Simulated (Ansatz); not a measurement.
# BCl2H2InO: the cost of one run

Method: UKS PBE-D4/def2-SVP, in Ansatz 0.2.0.

### 1 The starting structure

Bond lengths: O1–In2 1.693 Å, In2–B3 2.137 Å, In2–Cl4 2.724 Å, B3–Cl4 1.835 Å, In2–Cl5 2.909 Å, B3–Cl5 1.871 Å, O1–H6 0.923 Å, In2–H7 0.962 Å. Angles (14 of 16 angles, heavy atoms first): O1–In2–B3 136.2°, O1–In2–Cl4 112.8°, O1–In2–Cl5 104.0°, B3–In2–Cl4 42.2°, B3–In2–Cl5 40.0°, Cl4–In2–Cl5 68.1°, In2–B3–Cl4 86.2°, In2–B3–Cl5 92.8°, Cl4–B3–Cl5 117.0°, In2–Cl4–B3 51.5°, In2–Cl5–B3 47.2°, O1–In2–H7 118.6°, B3–In2–H7 100.1°, Cl4–In2–H7 127.1°.

Structure file:

```xyz
7

O    -0.6155   -1.2762   -1.3185
In   -0.7991    0.0396   -0.2692
B     0.4573    1.1327    1.0702
Cl    0.4064   -0.3570    2.1411
Cl    1.8504    1.2363   -0.1739
H     0.2031   -1.5635   -1.0040
H    -1.4414    0.7202   -0.4914
```

### 2 Relaxing end A

The input, input.yaml:

```yaml
crystal:
  periodic: [false, false, false]
  atoms:
    - { symbol: O, position_ang: [-0.6155, -1.2762, -1.3185] }
    - { symbol: In, position_ang: [-0.7991, 0.0396, -0.2692] }
    - { symbol: B, position_ang: [0.4573, 1.1327, 1.0702] }
    - { symbol: Cl, position_ang: [0.4064, -0.357, 2.1411] }
    - { symbol: Cl, position_ang: [1.8504, 1.2363, -0.1739] }
    - { symbol: H, position_ang: [0.2031, -1.5635, -1.004] }
    - { symbol: H, position_ang: [-1.4414, 0.7202, -0.4914] }
magnetization:
  spin_polarized: true
basis:
  gaussian: { orbitals: def2-SVP }
hamiltonian:
  xc: pbe
  dispersion: d4
relax:
  f_tol: 0.02
  max_steps: 50
```

Started as:

```
ansatz run input.yaml --threads 2 --pin off --max-ram 3072MiB --backend cpu --events-out ev --progress --plain --runs-dir out
```

What time and memory should one allow on 2 threads of Arm Neoverse V1, shared host?

About 69 s, with a peak of 0.25 GiB.
